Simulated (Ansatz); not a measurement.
# Ca3GeN: the cost of one run

Method: DFT PBEsol, scalar-relativistic, plane waves, PAW, in Ansatz 0.2.0.

## Step 1: The starting structure

The structure is cubic, space group Pm-3m (No. 221). The conventional cell has a = 4.757 Å, b = 4.757 Å, c = 4.757 Å, α = 90.00°, β = 90.00°, γ = 90.00°. Ca (site symmetry 4/mmm) is surrounded by 2 N at 2.38 Å. Ge (site symmetry m-3m) is surrounded by 12 Ca at 3.36 Å. N (site symmetry m-3m) is surrounded by 6 Ca at 2.38 Å.

Structure file:

```cif
data_structure
_symmetry_space_group_name_H-M 'P 1'
_symmetry_Int_Tables_number 1
_cell_length_a 4.7573
_cell_length_b 4.7573
_cell_length_c 4.7573
_cell_angle_alpha 90.000
_cell_angle_beta 90.000
_cell_angle_gamma 90.000
_cell_volume 107.67
loop_
_atom_site_label
_atom_site_type_symbol
_atom_site_fract_x
_atom_site_fract_y
_atom_site_fract_z
_atom_site_occupancy
Ca1 Ca 0.00000 0.50000 0.50000 1
Ca2 Ca 0.50000 0.00000 0.50000 1
Ca3 Ca 0.50000 0.50000 0.00000 1
Ge1 Ge 0.00000 0.00000 0.00000 1
N1 N 0.50000 0.50000 0.50000 1
```

The structure comes from the Crystallography Open Database.

## Step 2: A first look at the start

input.yaml reads:

```yaml
crystal:
  lattice:
    - [4.7573, 0.0, 0.0]
    - [0.0, 4.7573, 0.0]
    - [0.0, 0.0, 4.7573]
  atoms:
    - { symbol: Ca, position: [0.0, 0.5, 0.5] }
    - { symbol: Ca, position: [0.5, 0.0, 0.5] }
    - { symbol: Ca, position: [0.5, 0.5, 0.0] }
    - { symbol: Ge, position: [0.0, 0.0, 0.0] }
    - { symbol: "N", position: [0.5, 0.5, 0.5] }
basis:
  ecutwfc: 420
kpoints:
  mp_grid: { grid: [4, 4, 4] }
hamiltonian:
  xc: pbesol
scf:
  occupations: { method: gaussian, width: 0.1 }
output:
  forces: true
  stress: true
  eigenvalues: true
```

Q: Estimate wall time and peak memory on 1 thread of an Arm CPU, shared host.

About 2.7 s, with a peak of 0.33 GiB.
